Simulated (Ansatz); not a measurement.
# FGeH5Sn: one species, many methods

One table from this session's results is given with a row withheld; the runs are named, their logs left out.

Method: functionals in def2-TZVPP, the program's frozen cores in correlated methods; program: Ansatz 0.2.0, Gaussian basis.

The runs, in order: LDA (SPW92), PBE-D4, revPBE-D4, BLYP-D4, r2SCAN-D4, B97M-V, PBE0-D4, B3LYP-D4, r2SCANh-D4, r2SCAN0-D4, HSE06-D4, BHLYP-D4, CAM-B3LYP-D4, LC-ωPBE, ωB97X-V, ωB97M-V, B2PLYP, PBE-QIDH; CCSD(T)/def2-SVP; CCSD(T)/def2-TZVPP; MP2/def2-QZVPP; extrapolation to the limit; RPA on PBE.

## The relaxed structure

An earlier PBE0-D4 in a triple-zeta def2 set relaxation fixed the geometry. Sn takes the def2 core potential; no spin-orbit term is included.

SMILES `[F][SnH2][GeH3]`, 8 atoms, charge 0, spin multiplicity 1.

Atoms are counted from 1 here; the program's logs count them from 0.

Bond lengths: F1–Sn2 1.933 Å, Sn2–Ge3 2.596 Å, Sn2–H4 1.707 Å, Sn2–H5 1.707 Å, Ge3–H6 1.534 Å, Ge3–H7 1.537 Å, Ge3–H8 1.534 Å. Angles: F1–Sn2–Ge3 104.6°, F1–Sn2–H4 103.9°, F1–Sn2–H5 103.9°, Ge3–Sn2–H4 115.6°, Ge3–Sn2–H5 115.6°, H4–Sn2–H5 111.3°, Sn2–Ge3–H6 109.6°, Sn2–Ge3–H7 109.3°, Sn2–Ge3–H8 109.6°, H6–Ge3–H7 109.2°, H6–Ge3–H8 109.9°, H7–Ge3–H8 109.2°.

The first run:

Contents of in.yaml:

```yaml
crystal:
  periodic: [false, false, false]
  atoms:
    - {symbol: F, position_ang: [-2.092894, 1.330148, -0.016995]}
    - {symbol: Sn, position_ang: [-0.505493, 0.681447, -0.908890]}
    - {symbol: Ge, position_ang: [0.690233, -0.786966, 0.867308]}
    - {symbol: H, position_ang: [-1.110500, -0.152205, -2.270667]}
    - {symbol: H, position_ang: [0.319110, 2.104534, -1.367463]}
    - {symbol: H, position_ang: [1.051668, 0.071891, 2.085833]}
    - {symbol: H, position_ang: [1.975601, -1.372544, 0.261168]}
    - {symbol: H, position_ang: [-0.235427, -1.933305, 1.294006]}
basis:
  gaussian: {orbitals: def2-TZVPP}
hamiltonian: {xc: lda}
output: {orbitals: {seedname: orbitals}}
```

Started as:

```
ansatz run in.yaml --threads 4 --pin off --events-out ev --progress --plain --max-ram 10444MiB
```

Steps of the session up to this table: LDA; PBE-D4 (GGA); revPBE-D4 (GGA); BLYP-D4 (GGA); r2SCAN-D4 (meta-GGA); B97M-V (meta-GGA); B3LYP-D4 (hybrid); r2SCANh-D4 (hybrid); r2SCAN0-D4 (hybrid); HSE06-D4 (hybrid); BHLYP-D4 (hybrid); CAM-B3LYP-D4 (range-separated); LC-ωPBE (range-separated); ωB97X-V (range-separated); ωB97M-V (range-separated); B2PLYP (double hybrid); PBE-QIDH (double hybrid).

One of the session's tables, all rows but one given; the rest of the session is left out.

It belongs to the step «Orbital energies across the functionals». 

```
  functional  HOMO (eV)  gap (eV)
 LDA (SPW92)      -7.18      5.20
      PBE-D4      -7.05      5.31
   revPBE-D4      -7.00      5.37
     BLYP-D4      -6.93      5.28
   r2SCAN-D4      -7.36      5.90
      B97M-V      -7.44      5.78
     PBE0-D4      -8.20      7.22
    B3LYP-D4      -8.00      6.80
  r2SCANh-D4      -7.77      6.58
  r2SCAN0-D4      -8.39      7.58
    HSE06-D4      -7.81      6.47
    BHLYP-D4      -9.20      8.96
CAM-B3LYP-D4      -9.43      9.36
     LC-ωPBE          ?         ?
     ωB97X-V     -10.38     11.29
     ωB97M-V     -10.21     10.83
```

**Question.** Estimate the row for LC-ωPBE.

**Answer.** HOMO (eV): -10.69; gap (eV): 11.73. In the column «HOMO (eV)» it is the lowest.
